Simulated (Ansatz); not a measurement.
**ClGaH₅NSi: two torsions**

Aim: map the energy of ClGaH₅NSi, SMILES Cl[SiH2][NH][GaH2] over two coordinates, and find its wells, ridges and stiffness.

Method: RHF/def2-SVP; program: Ansatz 0.2.0.

## (1) The starting structure

9 atoms, charge 0, spin multiplicity 1.

Atoms are counted from 1 here; the program's logs count them from 0.

Bond lengths: Ga1–N2 1.857 Å, Ga1–H5 1.569 Å, Ga1–H6 1.571 Å, N2–Si3 1.738 Å, N2–H7 1.027 Å, Si3–Cl4 2.097 Å, Si3–H8 1.498 Å, Si3–H9 1.502 Å. Angles: N2–Ga1–H5 115.7°, N2–Ga1–H6 115.4°, H5–Ga1–H6 128.9°, Ga1–N2–Si3 127.6°, Ga1–N2–H7 116.0°, Si3–N2–H7 116.1°, N2–Si3–Cl4 112.5°, N2–Si3–H8 107.8°, N2–Si3–H9 111.1°, Cl4–Si3–H8 107.7°, Cl4–Si3–H9 105.7°, H8–Si3–H9 112.1°.

Coordinates:

```xyz
9

Ga   -0.27156    1.80337   -0.43778
N     0.43170    0.31057    0.41404
Si    0.15468   -1.36022    0.02433
Cl   -1.28683   -2.24395    1.26498
H    -1.11240    1.51632   -1.73071
H     0.08763    3.18451    0.21916
H     0.96211    0.49164    1.27495
H    -0.35459   -1.42334   -1.38316
H     1.40453   -2.17297    0.20946
```

This geometry comes from a loose relaxation at PBE in a small basis, which is not shown.

## (3) Setting up the map

- dihedral Ga1–N2–Si3–Cl4: 18 values from −180 to 160 °, periodic
- dihedral H5–Ga1–N2–Si3: 18 values from −180 to 160 °, periodic

Nothing else is relaxed (all other coordinates rigid). Energies count from the relaxed molecule at the same level. Points are written as (first, second).

(The set-up runs are not shown.)

## (4) Grid point (0°, −120°)

File input.yaml:

```yaml
crystal:
  periodic: [false, false, false]
  atoms:
    - { symbol: Ga, position_ang: [-0.268091, 1.807551, -0.429635] }
    - { symbol: "N", position_ang: [0.41033, 0.292874, 0.383863] }
    - { symbol: Si, position_ang: [0.174075, -0.320514, 1.964541] }
    - { symbol: Cl, position_ang: [-1.096871, 0.888827, 3.100802] }
    - { symbol: H, position_ang: [-1.136305, 1.607315, -1.715899] }
    - { symbol: H, position_ang: [0.097448, 3.182775, 0.225502] }
    - { symbol: H, position_ang: [1.089212, -0.209419, -0.162712] }
    - { symbol: H, position_ang: [-0.465705, -1.643938, 1.88529] }
    - { symbol: H, position_ang: [1.438384, -0.377329, 2.720484] }
basis:
  gaussian: { orbitals: def2-SVP }
hamiltonian:
  xc: hf
output:
  forces: true
```

Run with:

```console
$ ansatz run input.yaml --threads 1 --pin off --max-ram 2560MiB --backend cpu --events-out ev --progress --plain --runs-dir out
```

Further runs follow: the other points that were computed.

**Question.** What will these runs give? Wanted: lowest point; highest computed point; dipole moment.

The runs gave:

| quantity | value |
| --- | --- |
| lowest point | (−100°, 0°), 0.25 kJ/mol |
| highest computed point | (−180°, −100°), 52.6 kJ/mol above the lowest |
| dipole moment (D) | 2.23 at (−160°, 0°) to 2.87 at (80°, 80°); 2.46 at the lowest point |
| time for the whole task | 16 min on 1 thread, shared host |

**Reading.** The lowest computed point is at (−100°, 0°), 0.25 kJ/mol from the relaxed molecule at the same level; the map holds 2 wells of about this depth. There is a further well near (100°, −180°) (1.4 kJ/mol above the lowest at that grid point). The highest computed point, (−180°, −100°), lies 52.6 kJ/mol above the lowest. On the interpolated surface the easiest way out of the lowest well to the well at (100°, 0°) passes a barrier of about 12 kJ/mol. Round the minimum the two coordinates are nearly uncoupled.
